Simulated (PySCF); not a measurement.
**AsS₃⁻: structure of the singlet**

The task is one start of a wider search on AsS₃⁻: the singlet, built as T-shaped. It is relaxed, tested by its Hessian and followed downhill if it is a saddle.

Computed with PySCF 2.14.0. Level: PBE0, basis As def2-SVPD, S def2-SVPD, no relativity, density fitting.

### 1 The system as given

4 atoms, charge -1, spin multiplicity 1.

Bond lengths: As1–S2 2.080 Å, As1–S3 2.080 Å, As1–S4 2.080 Å. Angles: S2–As1–S3 88.0°, S2–As1–S4 88.0°, S3–As1–S4 176.0°.

```xyz
4
charge -1 multiplicity 1
As    0.0000    0.0000   -0.4164
S     0.0000    0.0000    1.6636
S     2.0787    0.0000   -0.3438
S    -2.0787    0.0000   -0.3438
```

### 2 Relaxation: T-shaped start, singlet

The steps below are one call of a driver around PySCF. For each, scf.py gives the equivalent set-up of the SCF; relaxations use the driver's own optimiser. Before each start the driver seeks the lowest SCF state from one or more starting densities and follows internal instabilities, so scf.py alone need not reach the same state.

The program finds C2v symmetry in the start, which this walk keeps. Threshold on the gradient: 0.0003 Eh/bohr, with a further test on the energy change.

The input, scf.py:

```python
from pyscf import gto, scf, dft
mol = gto.M(atom='''
As     0.000000     0.000000    -0.416443
S      0.000000     0.000000     1.663557
S      2.078700    -0.000000    -0.343843
S     -2.078700     0.000000    -0.343843''',
    basis={'As': 'def2-SVPD', 'S': 'def2-SVPD'},
    charge=-1, spin=0)
mf = dft.RKS(mol, xc='PBE0')
mf.grids.atom_grid = (50, 194)
aux = {'As': 'def2-universal-JKFIT', 'S': 'def2-universal-JKFIT'}
mf = mf.density_fit(auxbasis=aux)
mf.kernel()
```

Further steps of the session: Frequencies.

Q: Predict the outcome of this session. Wanted: minimum; geometry; wavenumbers; dipole moment; highest occupied, lowest empty level; polar-tensor charge of As1; zero-point energy.

The runs gave:

```
                            quantity                                      value
                             minimum                               singlet, D3h
                            geometry      As–S 2.078 Å (×3); S–As–S 120.0° (×3)
                  wavenumbers (cm⁻¹)  173 (a2''), 182 (e'), 446 (a1'), 532 (e')
      dipole moment (centre of mass)                                     0.00 D
highest occupied, lowest empty level                             -2.34, 1.63 eV
          polar-tensor charge of As1                                    +1.23 e
                   zero-point energy                                12.2 kJ/mol
                 entropy at 298.15 K                            313.6 J/(mol K)
```

**Reading.** The T-shaped start (C2v) ends in a minimum of D3h symmetry. The strongest infrared band lies at 532 cm⁻¹ (e', stretch). Only this shape and spin were tried, so other structures or states may lie lower.
